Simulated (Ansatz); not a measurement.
Turn this script for the Ansatz DFT code, driven from Python into the input file that the command-line program reads.

`vcrelax_cu.py`
```python
# -*- coding: utf-8 -*-
"""Relax cell and ions of Cu."""

import json

import ansatz
from ase.data import atomic_numbers
import numpy as np
import spglib

def edges_and_angles(cell):
    cell = np.asarray(cell)
    a, b, c = np.linalg.norm(cell, axis=1)
    cosines = cell[1] @ cell[2] / (b * c), cell[0] @ cell[2] / (a * c), cell[0] @ cell[1] / (a * b)
    return (a, b, c, *np.degrees(np.arccos(cosines)))

xtal = (
    ansatz.Lattice.of((-1.442793, 1.442793, 1.376081), (1.442793, -1.442793, 1.376081), (1.442793, 1.442793, -1.376081))
    .atom("Cu", (0.0, 0.0, 0.0))
)

# only the volume may change
setup = (
    xtal.calculation()
    .functional("pbesol")
    .kpoints(14, 14, 14)
    .occupations("methfessel_paxton", width=0.1)
    .relax(force_tolerance=0.03, max_steps=40, fix_cell=["shape"], stress_tolerance=0.05)
    .density()  # keep the density on its grid
)
res = setup.run(events_out="events.ndjson")
with open("events.ndjson") as stream:
    events = [json.loads(line) for line in stream]
steps = [e["data"] for e in events if e["event"] == "relax_step"]
r = res.report
for s in steps:
    flag = "" if s["accepted"] else "  (rejected)"
    print("step %2d  E = %.5f eV  largest force component = %.4f eV/A%s" % (s["step"], s["lagrangian_ev"], s["allowed_force_max_ev_ang"], flag))

first, last = steps[0], steps[-1]
symbols = [site.symbol for site in res.lattice.sites]
print(f"energy gained {first['lagrangian_ev'] - last['lagrangian_ev']:.4f} eV in {len(steps) - 1} steps")
for label, vectors in (("before", first["cell_ang"]), ("after", res.lattice.cell_ang)):
    print(label, "a b c (A) {:.4f} {:.4f} {:.4f}  angles {:.2f} {:.2f} {:.2f}".format(*edges_and_angles(vectors)), f" V = {abs(np.linalg.det(vectors)):.3f} A^3")
print("final stress xx yy zz (GPa, compression positive):", np.round(np.diag(r["stress_gpa"]), 3) + 0.0)

print("atom   start x y z (A)              end x y z (A)")
for symbol, a, b in zip(symbols, first["positions_ang"], last["positions_ang"]):
    print(f"{symbol:3s}", " ".join(f"{v:8.4f}" for v in a), "  ", " ".join(f"{v:8.4f}" for v in b))

change = np.array(last["positions_ang"]) @ np.linalg.inv(last["cell_ang"]) - np.array(first["positions_ang"]) @ np.linalg.inv(first["cell_ang"])
moved = np.linalg.norm(change @ np.array(last["cell_ang"]), axis=1)
print("displacement within the cell, strain taken out (A):", " ".join(f"{s}:{d:.3f}" for s, d in zip(symbols, moved)))

fractions = [site.position_frac for site in res.lattice.sites]
numbers = [atomic_numbers[s] for s in symbols]
for tolerance in (1e-3, 1e-2, 1e-1):
    print(f"space group at {tolerance} A:", spglib.get_spacegroup((res.lattice.cell_ang, fractions, numbers), symprec=tolerance))

print("%-22s %14.5f eV" % ("F = E - TS", r["free_energy_ev"]))
print("%-22s %14.5f eV" % ("E", r["internal_energy_ev"]))
print("%-22s %14.5f eV" % ("Harris-Foulkes", r["harris_foulkes_ev"]))
print("%-22s %14.5f eV" % ("Fermi level", r["fermi_energy_ev"]))

rho = res.density()
total = sum(ch.density_e_per_ang3 for ch in rho.channels[:2]) if len(rho.channels) < 3 else rho.channels[0].density_e_per_ang3
print("grid", rho.dims, "electrons", round(float(total.mean() * rho.cell_volume_ang3), 4))
print(f"density range {total.min():.4f} to {total.max():.4f} e/A^3")
print(np.array2string(total[:: max(rho.dims[0] // 8, 1), :: max(rho.dims[1] // 8, 1), 0], precision=3, suppress_small=True))
```

```console
$ python vcrelax_cu.py
DeckWarning: basis.ecutwfc = 420 eV, auto-derived from the records' recommended cutoffs: set by Cu (normal level)
step  1  E = -6588.72714 eV  largest force component = 0.0000 eV/A
step  2  E = -6588.72754 eV  largest force component = 0.0000 eV/A
step  3  E = -6588.72770 eV  largest force component = 0.0000 eV/A
step  4  E = -6588.72762 eV  largest force component = 0.0000 eV/A
energy gained 0.0005 eV in 3 steps
before a b c (A) 2.4611 2.4611 2.4611  angles 108.22 108.22 112.01  V = 11.458 A^3
after a b c (A) 2.4535 2.4535 2.4535  angles 108.22 108.22 112.01  V = 11.353 A^3
final stress xx yy zz (GPa, compression positive): [ 0.178  0.178 -0.29 ]
atom   start x y z (A)              end x y z (A)
Cu    0.0000   0.0000   0.0000      0.0000   0.0000   0.0000
displacement within the cell, strain taken out (A): Cu:0.000
space group at 0.001 A: I4/mmm (139)
space group at 0.01 A: I4/mmm (139)
space group at 0.1 A: I4/mmm (139)
F = E - TS                -6588.72762 eV
E                         -6588.72712 eV
Harris-Foulkes            -6588.72762 eV
Fermi level                  17.47342 eV
grid (18, 18, 18) electrons 19.0
density range 0.1956 to 70.1229 e/A^3
[[70.123 34.233  5.913  0.937  0.35   0.35   0.937  5.913 34.233]
 [34.233 28.913  7.62   1.353  0.385  0.295  0.466  2.065 11.451]
 [ 5.913  7.62   3.75   1.069  0.367  0.256  0.294  0.569  2.065]
 [ 0.937  1.353  1.069  0.531  0.307  0.229  0.229  0.294  0.466]
 [ 0.35   0.385  0.367  0.307  0.245  0.226  0.229  0.256  0.295]
 [ 0.35   0.295  0.256  0.229  0.226  0.245  0.307  0.367  0.385]
 [ 0.937  0.466  0.294  0.229  0.229  0.307  0.531  1.069  1.353]
 [ 5.913  2.065  0.569  0.294  0.256  0.367  1.069  3.75   7.62 ]
 [34.233 11.451  2.065  0.466  0.295  0.385  1.353  7.62  28.913]]
```
(Warnings from the package without file and line.)

`input.yaml`:
```yaml
crystal:
  lattice:
    - [-1.442793, 1.442793, 1.376081]
    - [1.442793, -1.442793, 1.376081]
    - [1.442793, 1.442793, -1.376081]
  atoms:
    - { symbol: Cu, position: [0.0, 0.0, 0.0] }
kpoints:
  mp_grid: { grid: [14, 14, 14] }
hamiltonian:
  xc: pbesol
scf:
  occupations: { method: methfessel_paxton, width: 0.1 }
relax:
  f_tol: 0.03
  max_steps: 40
  cell: { stress_tol: 0.05, fix: [shape] }
output:
  write_density: true
```

On the command line:
```console
$ ansatz run input.yaml --threads 1 --pin off --max-ram 3072MiB --backend cpu --events-out ev --progress --plain --runs-dir out
Engine: ansatz 0.2.0, aarch64-unknown-linux-gnu
Pseudopotentials: kind: paw
Pseudopotential: Cu, paw, valence charge 19, recommended cutoff 420 eV (normal), Cu.paw.azcp
Functional definition: PBEsol
  exchange = pbesol_x
  correlation = pbesol_c
Crystal: 1 atoms, lattice volume = 11.458 Å³
Basis set: ecut = 420 eV, 225 PW (Γ), exchange–correlation on 36×36×36 points (8 copies of the dense FFT grid, shifted against one another)
Bands: 14, of which v1, the nominal top of the filled ones, is band 10 counted from 1 (9 counted from 0)
Symmetry: 16 space group operations
Space group: I4/mmm (ITA 139), of the structure as read, at distance tolerance 2.3e-5 Å
k-points: 244 of 2744
Non-local potential: Cu, projectors of the file, l = 0: 3, l = 1: 2, l = 2: 3, l = 3: 1
PAW form: soft (Blöchl's): semilocal exchange-correlation on the pseudo side does not see the compensation charge
PAW frozen core: Cu, regenerated for the run's functional, and the local potential with it (the file was generated under x = pbe(κ = 0.804, μ = 0.2195149727645171), c = pbe(β = 0.06672455060314922))
PAW one-centre angular grid: Cu, 590 points (default); XC on 64 Gauss nodes
Initial density: superposition of atomic densities (neutral atoms: chi_scale 0, normalization atom), corrected by the library's trained network
Initial wavefunctions: pseudopotential atomic-orbital guess
Functional: x = pbesol(κ = 0.804, μ = 0.12345679012345678), c = pbesol(β = 0.046)
SCF iter   1: F=—  HF=-6588.734235 eV  |F-HF|=—  |Δ(HF+E_count)|=         —  Δρ=2.30e-2  dr2=3.16e-2  ethr=1.77e-3  ⟨swp⟩=5.4  Hψ=17086  notcnv=0
preconditioner: auto → none  [metal: Δε(μ)=0.011 eV  Ē_g=17.450 eV  σ=0.100 eV  W_gap=0.09  n_scr=0 (ndim 8)  ℏωp=36.4 eV  f_vac=0.000  D(μ)=0.63/eV (n_scr^D=4)]
SCF iter   2: F=—  HF=-6588.727132 eV  |F-HF|=—  |Δ(HF+E_count)|=   7.10e-3  S|Δr|=    0.00e0  Δρ=1.11e-3  dr2=5.73e-5  ethr=1.67e-4  ⟨swp⟩=2.9  Hψ=7376  notcnv=0  defer=95
SCF iter   3: F=—  HF=-6588.727109 eV  |F-HF|=—  |Δ(HF+E_count)|=   2.29e-5  S|Δr|=    0.00e0  Δρ=1.10e-3  dr2=5.74e-5  ethr=3.01e-7  ⟨swp⟩=2.0  Hψ=5653  notcnv=0  defer=95
SCF iter   4: F=—  HF=-6588.727143 eV  |F-HF|=—  |Δ(HF+E_count)|=   3.36e-5  S|Δr|=    0.00e0  Δρ=1.08e-4  dr2=5.63e-7  ethr=3.01e-7  ⟨swp⟩=1.0  Hψ=3318  notcnv=0  defer=95
SCF iter   5: F=-6588.727143 eV  HF=-6588.727143 eV  |F-HF|=5.33e-10  |Δ(HF+E_count)|=   2.37e-8  S|Δr|=    0.00e0  Δρ=5.38e-6  dr2=1.58e-9  ethr=5.26e-10  ⟨swp⟩=4.0  Hψ=11163  notcnv=0
SCF 1 converged in 5 iterations: F = -6588.727143 eV  dr2 = 1.58e-9
  greatest PAW one-centre occupation: 1.000 electrons in one spin orbital (limit 2), on the Cu atom at site 0 (counted from 0), in its partial waves of l = 0
relax step   1: F+E_penalty+E_count = -6588.72714287 eV  Δ(F+E_penalty+E_count) = +0.000e0 eV  max|allowed force component| = 0.000e0 eV/Å  Δτ_max = 0.0000 Å  P = -1.467 GPa  Ω = 11.458 Å³  fix = [alpha, beta, gamma, b/a, c/a]  reactions: alpha -0.121, beta -0.121, gamma +0.249 GPa/rad  (5 SCF iters, dr2 threshold 1.00e-7 eV, accepted)
Crystal: 1 atoms, lattice volume = 11.407 Å³
Initial density: handed on by an earlier stage of this run
Initial wavefunctions: those handed on with the density
iter 1 solved again at ethr=1.33e-6 eV; its pass at ethr=3.10e-3 eV (dr2=2.53e-4 eV) is discarded
SCF iter   1: F=—  HF=-6588.727591 eV  |F-HF|=—  |Δ(HF+E_count)|=         —  Δρ=1.85e-3  dr2=2.48e-4  ethr=1.33e-6  ⟨swp⟩=1.4  Hψ=19427  notcnv=0
preconditioner: auto → none  [metal: Δε(μ)=0.008 eV  Ē_g=17.601 eV  σ=0.100 eV  W_gap=0.07  n_scr=0 (ndim 8)  ℏωp=36.5 eV  f_vac=0.000  D(μ)=0.67/eV (n_scr^D=12)]
SCF iter   2: F=—  HF=-6588.727543 eV  |F-HF|=—  |Δ(HF+E_count)|=   4.78e-5  S|Δr|=    0.00e0  Δρ=1.38e-4  dr2=1.22e-6  ethr=1.31e-6  ⟨swp⟩=2.1  Hψ=4642  notcnv=0
SCF iter   3: F=—  HF=-6588.727536 eV  |F-HF|=—  |Δ(HF+E_count)|=   6.81e-6  S|Δr|=    0.00e0  Δρ=9.44e-5  dr2=8.43e-7  ethr=5.26e-10  ⟨swp⟩=4.6  Hψ=12029  notcnv=0
SCF iter   4: F=-6588.727536 eV  HF=-6588.727536 eV  |F-HF|=8.79e-9  |Δ(HF+E_count)|=   2.36e-7  S|Δr|=    0.00e0  Δρ=1.15e-5  dr2=3.18e-9  ethr=5.26e-10  ⟨swp⟩=2.6  Hψ=11994  notcnv=0
SCF 2 converged in 4 iterations: F = -6588.727536 eV  dr2 = 3.18e-9
relax step   2: F+E_penalty+E_count = -6588.72753624 eV  Δ(F+E_penalty+E_count) = -3.934e-4 eV  max|allowed force component| = 0.000e0 eV/Å  Δτ_max = 0.0000 Å  P = -0.756 GPa  Ω = 11.407 Å³  energy of the carried Pulay correction = +3.768e-5 eV  fix = [alpha, beta, gamma, b/a, c/a]  reactions: alpha -0.117, beta -0.117, gamma +0.239 GPa/rad  (4 SCF iters, dr2 threshold 1.00e-7 eV, accepted)
Crystal: 1 atoms, lattice volume = 11.353 Å³
iter 1 solved again at ethr=1.48e-6 eV; its pass at ethr=3.10e-3 eV (dr2=2.81e-4 eV) is discarded
SCF iter   1: F=—  HF=-6588.727761 eV  |F-HF|=—  |Δ(HF+E_count)|=         —  Δρ=1.95e-3  dr2=2.77e-4  ethr=1.48e-6  ⟨swp⟩=1.4  Hψ=19438  notcnv=0
preconditioner: auto → none  [metal: Δε(μ)=0.020 eV  Ē_g=17.650 eV  σ=0.100 eV  W_gap=0.17  n_scr=0 (ndim 8)  ℏωp=36.6 eV  f_vac=0.000  D(μ)=0.66/eV (n_scr^D=12)]
SCF iter   2: F=—  HF=-6588.727706 eV  |F-HF|=—  |Δ(HF+E_count)|=   5.48e-5  S|Δr|=    0.00e0  Δρ=1.52e-4  dr2=1.34e-6  ethr=1.46e-6  ⟨swp⟩=2.1  Hψ=4648  notcnv=0
SCF iter   3: F=—  HF=-6588.727702 eV  |F-HF|=—  |Δ(HF+E_count)|=   4.42e-6  S|Δr|=    0.00e0  Δρ=9.85e-5  dr2=9.13e-7  ethr=5.26e-10  ⟨swp⟩=4.7  Hψ=12141  notcnv=0
SCF iter   4: F=-6588.727702 eV  HF=-6588.727702 eV  |F-HF|=1.30e-8  |Δ(HF+E_count)|=   2.30e-7  S|Δr|=    0.00e0  Δρ=1.39e-5  dr2=4.63e-9  ethr=5.26e-10  ⟨swp⟩=2.9  Hψ=12090  notcnv=0
SCF 3 converged in 4 iterations: F = -6588.727702 eV  dr2 = 4.63e-9
relax step   3: F+E_penalty+E_count = -6588.72770158 eV  Δ(F+E_penalty+E_count) = -1.653e-4 eV  max|allowed force component| = 0.000e0 eV/Å  Δτ_max = 0.0000 Å  P = +0.014 GPa  Ω = 11.353 Å³  energy of the carried Pulay correction = +7.757e-5 eV  fix = [alpha, beta, gamma, b/a, c/a]  reactions: alpha -0.111, beta -0.111, gamma +0.228 GPa/rad  (4 SCF iters, dr2 threshold 1.00e-7 eV, accepted)
Initial wavefunctions: pseudopotential atomic-orbital guess (no wavefunctions were taken with the density)
iter 1 solved again at ethr=2.01e-10 eV; its pass at ethr=3.10e-3 eV (dr2=3.83e-8 eV) is discarded
SCF iter   1: F=—  HF=-6588.727618 eV  |F-HF|=—  |Δ(HF+E_count)|=         —  Δρ=3.50e-5  dr2=1.79e-8  ethr=2.01e-10  ⟨swp⟩=4.1  Hψ=29779  notcnv=0
preconditioner: auto → none  [metal: Δε(μ)=0.008 eV  Ē_g=17.669 eV  σ=0.100 eV  W_gap=0.06  n_scr=0 (ndim 8)  ℏωp=36.6 eV  f_vac=0.000  D(μ)=0.67/eV (n_scr^D=12)]
SCF iter   2: F=—  HF=-6588.727618 eV  |F-HF|=—  |Δ(HF+E_count)|=   2.99e-7  S|Δr|=    0.00e0  Δρ=1.61e-5  dr2=6.25e-9  ethr=9.42e-11  ⟨swp⟩=2.0  Hψ=4705  notcnv=0
SCF iter   3: F=—  HF=-6588.727618 eV  |F-HF|=—  |Δ(HF+E_count)|=   1.14e-9  S|Δr|=    0.00e0  Δρ=6.95e-6  dr2=5.98e-10  ethr=3.29e-11  ⟨swp⟩=2.0  Hψ=4573  notcnv=0
SCF iter   4: F=—  HF=-6588.727618 eV  |F-HF|=—  |Δ(HF+E_count)|=  5.27e-10  S|Δr|=    0.00e0  Δρ=8.55e-7  dr2=8.78e-12  ethr=1.00e-12  ⟨swp⟩=4.1  Hψ=15689  notcnv=0
SCF iter   5: F=-6588.727618 eV  HF=-6588.727618 eV  |F-HF|=1.82e-12  |Δ(HF+E_count)|=  1.36e-11  S|Δr|=    0.00e0  Δρ=3.79e-8  dr2=4.61e-14  ethr=1.00e-12  ⟨swp⟩=4.9  Hψ=12422  notcnv=0
SCF 4 converged in 5 iterations: F = -6588.727618 eV  dr2 = 4.61e-14
relax step   4: F+E_penalty+E_count = -6588.72761805 eV  Δ(F+E_penalty+E_count) = +8.352e-5 eV  max|allowed force component| = 0.000e0 eV/Å  Δτ_max = 0.0000 Å  P = +0.022 GPa  Ω = 11.353 Å³  fix = [alpha, beta, gamma, b/a, c/a]  reactions: alpha -0.111, beta -0.111, gamma +0.228 GPa/rad  stress off target by 2.24e-2 GPa on what of the cell is left free  SCF on the basis re-selected at this cell (its energy is not comparable with the rows above)  (5 SCF iters)
basis re-selected at this cell: Δ(F+E_penalty+E_count) = +8.352e-5 eV, ΔP = +0.008 GPa vs the last step (what re-selecting the basis moved, of the pressure what is left beyond the Pulay correction that the steps carried, after the strain that the cell walked since its last selection, with what the two solves' SCF thresholds leave and, on support functions, any second-order correction that the steps lacked; it is no measure of the basis error at this ecutwfc). This SCF's stress stands 2.24e-2 GPa from its target on what of the cell is left free (relax.cell.stress_tol is 5.00e-2 GPa) and its largest allowed force component is 0.00e0 eV/Å (relax.f_tol is 3.00e-2 eV/Å): within both
SCF converged after 5 iterations
Stability not checked: this state was not tested for a lower state beside it, because cold or Methfessel-Paxton smearing, or corrected tetrahedra, fill the levels in a way that the test cannot read (fill_not_monotonic; see scf.lower_state_search)
Free energy (F): -6588.727618 eV
Harris-Foulkes:  -6588.727618 eV  (|F-HF|=1.82e-12)
Internal energy: -6588.727123 eV  (E = F + TS)
E sigma→0 (E₀):  -6588.727494 eV
Entropy (-TS):   -0.000495 eV (-0.495 meV/atom)
Fermi energy:    17.473416 eV
--- Per-component energies (eV) ---
  E_band       = -347.030118
  E_kinetic    = 300.578964
  E_local      = -3976.111950  (includes V_loc(G=0)·N_el)
  E_nonlocal   = 391.146033
  E_hartree    = 1750.861475
  E_xc         = -89.360881
  E_vxc        = -115.835431  (∫ρ·V_xc dr)
  E_paw        = -1625.857323  (= ΣΔE_a)
  E_vpaw       = -448.530979  (= ΣTr[D̂ρ^β])
  E_aug_tail   = 0.000280  (compensation charges beyond the density's cutoff)
  E_ewald      = -3340.189923
  E_core_change = 0.206202  (= ΣΔE_core)
  E_smearing   = -0.000495  (= −TS)
  E_closure    = 0.000000  (closes the sum)
  Σ components = -6588.727618   (vs F -6588.727618, Δ=0.00e0)
--- Forces (eV/Å), atoms counted from 1 ---
  atom   1  Cu     0.00000000    -0.00000000    -0.00000000
  max |Σ_I F_I| component: 1.36e-31 eV/Å
--- Stress (GPa, compression-positive) ---
        0.178422      -0.000000      -0.000000
       -0.000000       0.178422      -0.000000
       -0.000000      -0.000000      -0.289612
  P = ⅓ Tr σ = 0.0224 GPa (0.224 kbar)
--- Relaxed structure (3 steps of the walk, 3 accepted, 1 SCFs on fresh bases) ---
  F+E_penalty+E_count = -6588.72761805 eV   max|allowed force component| = 0.000e0 eV/Å   (the final SCF, on the basis selected at the relaxed cell)
  cell:  # Å, volume = 11.3529 Å³
    - [-1.4383636103789599, 1.4383636103789599, 1.3718564169176657]
    - [1.4383636103789599, -1.4383636103789599, 1.3718564169176657]
    - [1.4383636103789599, 1.4383636103789599, -1.3718564169176657]
  atoms:
    - { symbol: Cu, position: [0.0, 0.0, 0.0] }
```

Reading the output:
- Total energies depend on the potentials; only differences at equal settings carry meaning. A total without «per atom» is that of the cell as typed.
- Spin is left out of this run.
- The mesh is modest for a metal, so energies can be off by several to tens of meV an atom and pressures by half a GPa or more; differences at equal mesh fare better.
- An absolute Fermi energy rests on an arbitrary zero of the periodic potential and has no direct meaning.
- Energies along a relaxation are free energies. Rows at an unchanged volume are solved on a plane-wave basis chosen afresh for that cell, so the energy jumps there and such rows are no steps of the walk.
- Edges and angles are those of the cell as typed, here a primitive one, not of the conventional cell.
- Grid values close to the nuclei reflect the PAW or pseudopotential construction, not the all-electron fields.
- This isn't the structure that Cu takes at ambient conditions.
- Run time: 9.9 s on 1 thread of Arm Neoverse V1, on a shared host, peak memory 0.39 GiB.

(Lines on the test bed's own set-up are left out of the output.)
